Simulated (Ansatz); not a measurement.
**CH3Ge (quartet): the correlation ladder, cc-pVTZ**

An exercise on one series of results from a longer session: the logs are not shown, and one member is left open.

Method: cc-pVTZ, core rule «outside noble gas», up to 15 orbitals frozen; program: Ansatz 0.2.0, Gaussian basis.

To be run: UHF; CCSD(T) on ROHF; CCSD(T) on UHF; BCCD(T) on ROHF; CCSDT(Q) on ROHF; CCSDT(Q) on UHF; CASSCF and NEVPT2, 11 electrons in 11 orbitals.

5 further runs of the same task are left out: 5 set aside as unsound or not needed.

## The system

The geometry is a PBE0/def2-TZVP stationary point (not a proven minimum) of the parent state, kept for this charge and spin. No spin-orbit coupling is included. The filled d shell of Ge may be among the frozen orbitals whatever the setting's name suggests; the logs give the count.

5 atoms, charge 0, spin multiplicity 4.

Atoms are counted from 1 here; the program's logs count them from 0.

Bond lengths: Ge1–C2 1.885 Å, Ge1–H3 1.585 Å, C2–H4 1.090 Å, C2–H5 1.087 Å. Angles: C2–Ge1–H3 99.2°, Ge1–C2–H4 120.5°, Ge1–C2–H5 123.1°, H4–C2–H5 113.6°.

As a file:

```xyz
5
CH3Ge
Ge   -0.0108    0.0322    0.3104
C     0.0505   -0.0625   -1.5712
H     0.3508   -1.4726    0.6524
H    -0.4009   -0.9037   -2.0971
H     0.2255    0.8044   -2.2040
```

Set-up of the first run:

The input, in.yaml:

```yaml
crystal:
  periodic: [false, false, false]
  atoms:
    - {symbol: Ge, position_ang: [-0.010779, 0.032151, 0.310414]}
    - {symbol: C, position_ang: [0.050474, -0.062529, -1.571171]}
    - {symbol: H, position_ang: [0.350811, -1.472587, 0.652420]}
    - {symbol: H, position_ang: [-0.400886, -0.903724, -2.097076]}
    - {symbol: H, position_ang: [0.225451, 0.804390, -2.203997]}
basis:
  gaussian: {orbitals: cc-pVTZ}
magnetization: {spin_polarized: true, initial_magnetization: 3}
hamiltonian: {xc: hf}
output: {orbitals: {seedname: orbitals}}
```

Launch:

```
$ ansatz run in.yaml --threads 1 --pin off --events-out ev --progress --plain --max-ram 2816MiB --backend cpu
```

Among the steps run: UHF; CCSD(T) on ROHF; CCSD(T) on UHF; BCCD(T) on ROHF; CCSDT(Q) on ROHF; CCSDT(Q) on UHF; CASSCF and NEVPT2, 11 electrons in 11 orbitals.

One table of the session follows, with a row left open; its other results are not shown here.

| method | from UCCSDT(Q) (kJ/mol) |
| --- | --- |
| ROHF | +701.2 |
| UHF | +684.6 |
| RMP2 | +109.0 |
| UMP2 | +109.4 |
| RCCSD | +28.0 |
| UCCSD | ? |
| RCCSD(T) | +5.0 |
| UCCSD(T) | +3.7 |
| BCCD(T) | +4.9 |
| RCCSDT | +2.3 |
| UCCSDT | +0.9 |
| RCCSDT(Q) | +1.4 |
| UCCSDT(Q) | 0 |
| CASSCF valence | +494.3 |
| NEVPT2 valence | +116.2 |

Estimate the missing values for UCCSD.

As computed: from UCCSDT(Q) (kJ/mol): +26.3. In the column «from UCCSDT(Q) (kJ/mol)» it lies between RCCSD(T) (+5.0) and RCCSD (+28.0).

Limits of these values: Restricted and unrestricted rows rest on different reference determinants; where their highest levels disagree by more than a few hundredths of an eV, they describe different states and don't form one ladder.
